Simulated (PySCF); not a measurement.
**A diatomic session: ZnIn**

One table from this session's results is given with a row withheld; the runs are named, their logs left out.

Computed with PySCF 2.14.0. Level: Zn def2-SVP, In def2-SVP with ECP28, scalar-relativistic core potentials.

Set-up of the first run:

Settings of the job:

* atoms: Zn, In
* charge: 0
* basis: Zn def2-SVP, In def2-SVP with ECP28
* Hamiltonian: scalar-relativistic core potentials
* basis functions: 57
* electrons treated: 51
* masses in u: 63.9291, 114.9039
* levels: PBE0, PBE, r²SCAN, M06-L, LDA, PW91, LC-ωPBE, HF, MP2, SCS-MP2
* grid: 80 radial by 434 angular points
* occupations: held fixed by the projection of orbital angular momentum
* dissociation limit: Zn + In, each in its ground configuration
* starting distance in angstrom: 2.580
* values of 2S to try: 1, 3

Launch:

```
> OMP_NUM_THREADS=1 python dia.py task.json out
```

Among the steps run: The job; The PBE0 curve of the state that the search chose; Other states along the same grid; PBE (GGA); r²SCAN; M06-L (meta-GGA); LDA; PW91 (GGA); LC-ωPBE (range-separated hybrid); ROHF.

One of the session's tables, all rows but one given; the rest of the session is left out.

Energy (eV) from each level's lowest point:

| R (Å) | ROHF | ROHF-MP2 | ROHF-SCS-MP2 | LDA | PBE |
| --- | --- | --- | --- | --- | --- |
| 2.460 | 0.729 | 0.327 | 0.390 | 0.096 | 0.206 |
| 2.574 | 0.484 | 0.155 | 0.202 | 0.016 | 0.074 |
| 2.688 | 0.319 | 0.059 | 0.093 | 0.000 | 0.014 |
| 2.774 | 0.232 | 0.022 | 0.045 | 0.015 | 0.000 |
| 2.860 | 0.168 | 0.004 | 0.017 | 0.045 | 0.004 |
| 2.946 | ? | ? | ? | ? | ? |
| 3.060 | 0.075 | 0.008 | 0.000 | 0.145 | 0.052 |
| 3.203 | 0.040 | 0.030 | 0.009 | 0.225 | 0.102 |
| 3.375 | 0.016 | 0.062 | 0.028 | 0.318 | 0.164 |
| 3.604 | 0.000 | 0.103 | 0.056 | 0.425 | 0.238 |

Estimate the missing values for R (Å) = 2.946.

Worked estimate for «ROHF». A straight line through the neighbours (2.860, 0.168) and (3.060, 0.075) gives 0.168 + (0.075 − 0.168) × (2.946 − 2.860) / (3.060 − 2.860) = 0.128; a parabola fitted to 4 rows on both sides gives 0.121.

As computed: ROHF: 0.120; ROHF-MP2: 0.000; ROHF-SCS-MP2: 0.004; LDA: 0.084; PBE: 0.019. In «ROHF» the line misses by +0.008 and the parabola by +0.001.

Caveats from the session: Lowest PBE0 solution found, without spin–orbit coupling: ²Π (doublet), unpaired electrons π ↑. Warnings in the runs' records: inverted.
